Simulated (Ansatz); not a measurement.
Working through harmonic frequencies at the relaxed geometry of CH5FOSi, SMILES OC[SiH2]F

Computed with the Ansatz DFT code, driven from Python.

The cells in order, each with its output:

**Cell 1**
```python
import itertools
import warnings

import ansatz as az
from ase import Atoms
from ase.data import atomic_numbers, covalent_radii
from ase.thermochemistry import IdealGasThermo
import numpy as np
```

**Cell 2**
```python
BASIS = 'def2-SVP'
XC = 'B3LYP'

warnings.simplefilter('ignore', az.DeckWarning)
```

**Cell 3**
```python
molecule = (
    az.Crystal.molecule()
    .atom('O', [-0.0445, 1.4262, -1.0567])
    .atom('C', [-0.37, 0.7439, 0.1414])
    .atom('Si', [0.3932, -0.938, 0.3623])
    .atom('F', [0.0833, -1.8288, -0.892])
    .atom('H', [-0.3637, 0.8979, -1.8321])
    .atom('H', [-1.4544, 0.6566, 0.2074])
    .atom('H', [-0.0331, 1.397, 0.9736])
    .atom('H', [-0.0343, -1.5732, 1.6092])
    .atom('H', [1.9121, -0.8279, 0.4698])
)
```

**Cell 4**
```python
base = molecule.calculation().basis(gaussian=BASIS).functional(XC)
symbols = [site.symbol for site in molecule.cartesian_sites]
start = np.array([site.position_ang for site in molecule.cartesian_sites], dtype=float)
report = base.relax(force_tolerance=0.003).run(threads=1, backend='cpu').report
end = np.array(report['positions_ang'])

# pairs closer than 1.2 times the sum of covalent radii, before or after
radius = [covalent_radii[atomic_numbers[s]] for s in symbols]
span = lambda where, i, j: np.linalg.norm(where[i] - where[j])
bonded = [(i, j) for i, j in itertools.combinations(range(len(symbols)), 2) if min(span(start, i, j), span(end, i, j)) < 1.2 * (radius[i] + radius[j])]
print('pair        before    after (A)')
for i, j in bonded:
    print(f'{symbols[i]}{i}-{symbols[j]}{j}'.ljust(10), f'{span(start, i, j):8.4f} {span(end, i, j):8.4f}')
for first, second in list(itertools.combinations(bonded, 2)):
    shared = set(first) & set(second)
    if shared and symbols[(j := shared.pop())] != 'H':
        i, k = sorted((set(first) | set(second)) - {j})
        u, v = end[i] - end[j], end[k] - end[j]
        angle = np.degrees(np.arccos(np.clip(u @ v / np.linalg.norm(u) / np.linalg.norm(v), -1, 1)))
        print(f'final angle {symbols[i]}{i}-{symbols[j]}{j}-{symbols[k]}{k}: {angle:.2f} deg')
```
Output:
```text
pair        before    after (A)
O0-C1        1.4167   1.4239
O0-H4        0.9911   0.9674
C1-Si2       1.8601   1.8898
C1-H5        1.0899   1.1107
C1-H6        1.1102   1.1040
Si2-F3       1.5693   1.6392
Si2-H7       1.4632   1.4896
Si2-H8       1.5267   1.4865
final angle C1-O0-H4: 107.75 deg
final angle O0-C1-Si2: 110.22 deg
final angle O0-C1-H5: 112.41 deg
final angle O0-C1-H6: 107.24 deg
final angle Si2-C1-H5: 110.89 deg
final angle Si2-C1-H6: 110.13 deg
final angle C1-Si2-F3: 104.70 deg
final angle C1-Si2-H7: 113.15 deg
final angle C1-Si2-H8: 111.69 deg
final angle H5-C1-H6: 105.77 deg
final angle F3-Si2-H7: 108.35 deg
final angle F3-Si2-H8: 107.39 deg
final angle H7-Si2-H8: 111.15 deg
```

**Cell 5**
```python
# frequencies need a stationary point, so they are taken at the relaxed geometry
minimum = az.Crystal.molecule()
for symbol, place in zip(symbols, end):
    minimum = minimum.atom(symbol, place.tolist())
vibrating = minimum.calculation()
vibrating = vibrating.basis(gaussian=BASIS).functional(XC)
vibrating = vibrating.phonons(temperatures=(298.15, 498.15, 100))
vib = vibrating.run(threads=1, backend='cpu').report['vibrations']
sums = vib['harmonic_sums']
modes = [m['omega_inv_cm'] for m in sums['modes_at_gamma'] if m['rigid_motion'] == 'no']
for number, w in enumerate(modes, start=1):
    print(f'mode {number:2d} {w:9.1f} 1/cm {w / 8065.544 * 1000:8.2f} meV')
print('imaginary modes:', sum(w < 0 for w in modes), ' zero-point energy:', round(sums['zero_point_energy_ev'], 4), 'eV')
# rigid rotor and ideal gas, symmetry number taken as one
gas = IdealGasThermo(vib_energies=[w / 8065.544 for w in modes if w > 0], geometry='linear' if len(modes) == 3 * len(symbols) - 5 else 'nonlinear',
                     atoms=Atoms(symbols, positions=end), symmetrynumber=1, spin=0.0)
print(f'H(298 K) - E = {gas.get_enthalpy(298.15, verbose=False):.4f} eV')
print(f'S(298 K, 1 bar) = {96485.33 * gas.get_entropy(298.15, 1e5, verbose=False):.1f} J/(mol K) with symmetry number 1')
```
Output:
```text
mode  1      77.0 1/cm     9.55 meV
mode  2     176.4 1/cm    21.87 meV
mode  3     296.8 1/cm    36.80 meV
mode  4     398.0 1/cm    49.35 meV
mode  5     563.9 1/cm    69.91 meV
mode  6     654.7 1/cm    81.17 meV
mode  7     736.3 1/cm    91.29 meV
mode  8     807.5 1/cm   100.11 meV
mode  9     846.1 1/cm   104.91 meV
mode 10     940.6 1/cm   116.61 meV
mode 11     972.0 1/cm   120.51 meV
mode 12    1060.6 1/cm   131.50 meV
mode 13    1152.7 1/cm   142.91 meV
mode 14    1291.3 1/cm   160.10 meV
mode 15    1377.1 1/cm   170.74 meV
mode 16    1446.3 1/cm   179.32 meV
mode 17    2234.8 1/cm   277.08 meV
mode 18    2255.9 1/cm   279.70 meV
mode 19    2969.1 1/cm   368.12 meV
mode 20    3068.0 1/cm   380.38 meV
mode 21    3799.4 1/cm   471.06 meV
imaginary modes: 0  zero-point energy: 1.6815 eV
H(298 K) - E = 1.8613 eV
S(298 K, 1 bar) = 314.3 J/(mol K) with symmetry number 1
```

Notes:
- The frequencies are harmonic and unscaled, in a modest basis. The result belongs to the one conformer reached from this start, and soft torsions count as harmonic oscillators.
- b3lyp holds the VWN-RPA fit, as in Gaussian; the form of ORCA and Turbomole is b3lyp5.
- The entropy takes a symmetry number of 1; a symmetric molecule's is lower by R ln(sigma).
- Hardware and time: 110 s on 1 thread of Intel(R) Xeon(R) Platinum 8488C (Sapphire Rapids), with other jobs on the host, peak memory 0.29 GiB.

(Lines on the test bed's own set-up are left out of the output.)
